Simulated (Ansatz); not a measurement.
# CH4STe (SMILES CS[TeH]): one structure at several levels

An exercise on one series of results from a longer session: the logs are not shown, and one member is left open.

Computed with Ansatz 0.2.0, Gaussian basis. Level: single points in def2-TZVPP.

Correlated methods freeze the cores. Filled d shells of the heavier atoms are correlated. Core potentials replace the inner electrons past krypton, and spin-orbit coupling is left out. B3LYP uses VWN-RPA correlation.

### Starting geometry

7 atoms, charge 0, spin multiplicity 1.

Atoms are counted from 1 here; the program's logs count them from 0.

Bond lengths: C1–S2 1.824 Å, C1–H4 1.167 Å, C1–H5 1.096 Å, C1–H6 1.096 Å, S2–Te3 2.412 Å, Te3–H7 1.743 Å. Angles: S2–C1–H4 104.7°, S2–C1–H5 109.3°, S2–C1–H6 105.1°, H4–C1–H5 120.7°, H4–C1–H6 105.9°, H5–C1–H6 109.9°, C1–S2–Te3 103.0°, S2–Te3–H7 92.1°.

Geometry (Å):

```xyz
7
charge 0, multiplicity 1
C    -0.7783    0.5864   -0.3184
S    -0.1914   -0.1024    1.2656
Te    1.2468   -1.9092    0.5698
H    -1.3194   -0.3032   -0.8457
H     0.0468    1.1119   -0.8118
H    -1.5653    1.2986   -0.0467
H     2.6165   -0.8438    0.4097
```

The first run:

run/in.yaml reads:

```yaml
crystal:
  periodic: [false, false, false]
  atoms:
    - {symbol: C, position_ang: [-0.778300, 0.586400, -0.318400]}
    - {symbol: S, position_ang: [-0.191400, -0.102400, 1.265600]}
    - {symbol: Te, position_ang: [1.246800, -1.909200, 0.569800]}
    - {symbol: H, position_ang: [-1.319400, -0.303200, -0.845700]}
    - {symbol: H, position_ang: [0.046800, 1.111900, -0.811800]}
    - {symbol: H, position_ang: [-1.565300, 1.298600, -0.046700]}
    - {symbol: H, position_ang: [2.616500, -0.843800, 0.409700]}
basis:
  gaussian: {orbitals: def2-TZVPP}
correlation: {method: ccsd_t}
output: {forces: true}
```

No record of the launch command was kept for these runs.

Steps of the session up to this table: CCSD(T)/def2-TZVPP; PBE0-D4/def2-TZVPP; wB97M-V/def2-TZVPP; r2SCAN-D4/def2-TZVPP; PBE-D4/def2-TZVPP; B3LYP-D4/def2-TZVPP; r2SCANh-D4/def2-TZVPP.

One table of the session follows, with a row left open; its other results are not shown here.

| method | RMS force component (eV/Å) | angle to CCSD(T) forces (°) | dipole (D) |
| --- | --- | --- | --- |
| CCSD(T) | 0.802 | reference | 1.41 |
| PBE0-D4 | 0.800 | 7.7 | 1.48 |
| wB97M-V | 0.828 | 5.6 | 1.43 |
| r2SCAN-D4 | 0.777 | 4.5 | 1.52 |
| PBE-D4 | 0.700 | 10.1 | 1.43 |
| B3LYP-D4 | ? | ? | ? |
| r2SCANh-D4 | 0.807 | 5.6 | 1.52 |

Estimate the missing values for B3LYP-D4.

As computed: RMS force component (eV/Å): 0.769; angle to CCSD(T) forces (°): 5.8; dipole (D): 1.43. In the column «RMS force component (eV/Å)» it lies between PBE-D4 (0.700) and r2SCAN-D4 (0.777).
